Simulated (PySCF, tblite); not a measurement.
# C₇H₉F: geometry, infrared bands and NMR shifts

Wanted: the infrared bands and NMR shifts of C₇H₉F (`C=C[C@@H]1C=C(C)[C@@H]1F`), by calculation.

Computed with tblite 0.8.0 and PySCF 2.14.0, with density-fitted response routines of our own, on a single molecule in the gas phase. Atoms count from 0, in the outputs and in this text.

## (1) The molecule as given

17 atoms, charge 0, multiplicity 1; geometry from: force field or distance geometry start.

Bonds of the start (Å): C0–C1 1.33, C1–C2 1.51, C2–C3 1.52, C3–C4 1.35, C4–C5 1.55, C4–C6 1.52, C6–F7 1.35, C6–C2 1.55, C0–H8 1.09, C0–H9 1.09, C1–H10 1.08, C2–H11 1.10, C3–H12 1.09, C5–H13 1.10, C5–H14 1.10, C5–H15 1.08, C6–H16 1.10.

## (2) Geometry optimisation with GFN2-xTB

Job settings and geometry (Å):

```
{"job": {"kind": "relax", "xc": "GFN2-xTB", "basis": "xTB"}, "charge": 0, "multiplicity": 1}
C     -3.023200     0.279200     0.212900
C     -1.873300    -0.167500    -0.279200
C     -0.693800    -0.388400     0.636700
C      0.221700     0.822100     0.688300
C      1.287300     0.144700     0.222500
C      2.749000     0.540500    -0.096000
C      0.515000    -1.150700     0.028600
F      0.378100    -1.633000    -1.223500
H     -3.874100     0.436100    -0.445800
H     -3.173000     0.511000     1.270400
H     -1.760400    -0.390900    -1.330500
H     -1.012400    -0.792700     1.609800
H      0.060600     1.839500     1.037200
H      3.321700    -0.332900    -0.436700
H      3.234700     0.947800     0.805100
H      2.782500     1.304000    -0.865300
H      0.852800    -1.956900     0.701800
```

Launch:

```bash
$ OMP_NUM_THREADS=1 python probes_run.py task.json out
```

This one command runs all jobs of the session in turn.

**Question.** This job is followed by: GFN2-xTB harmonic vibrations, gas phase; GIAO PBE0/pcSseg-1 NMR shielding, non-relativistic, gas phase. Predict these results of the whole session: strongest single infrared mode (GFN2-xTB); zero-point energy (GFN2-xTB); 13C shifts against TMS (PBE0/pcSseg-1); 1H shifts against TMS (PBE0/pcSseg-1, means over atoms taken as alike); 19F shifts against CFCl3 (PBE0/pcSseg-1).

As calculated:

| quantity | value |
| --- | --- |
| strongest single infrared mode (GFN2-xTB) | 1096 cm⁻¹, 75 km/mol |
| zero-point energy (GFN2-xTB) | 85.8 kcal/mol |
| 13C shifts against TMS (PBE0/pcSseg-1) | 157.7, 148.1, 144.6, 122.9, 93.3, 56.8, 16.4 ppm |
| 1H shifts against TMS (PBE0/pcSseg-1, means over atoms taken as alike) | 6.26, 6.10, 5.47, 5.40, 5.32, 3.36, 1.96 ppm |
| 19F shifts against CFCl3 (PBE0/pcSseg-1) | -220.6 ppm |

**Reading.** Relaxing lowered the energy by 0.241 eV in 145 steps; the close pair that moved most is C4–C5, from 1.547 to 1.480 Å. All 45 modes are real, so the xTB geometry is a minimum. The strongest single mode, at 1096 cm⁻¹, has its largest shares on C6, H16 and F7 (the list is cut at 3 atoms). GFN2-xTB is a fitted tight-binding method: band positions and strengths are rough. Its intensities can rank the bands wrongly. At PBE0/pcSseg-1: Shielding is most anisotropic at C1 (span 235 ppm, paramagnetic term -215 ppm).
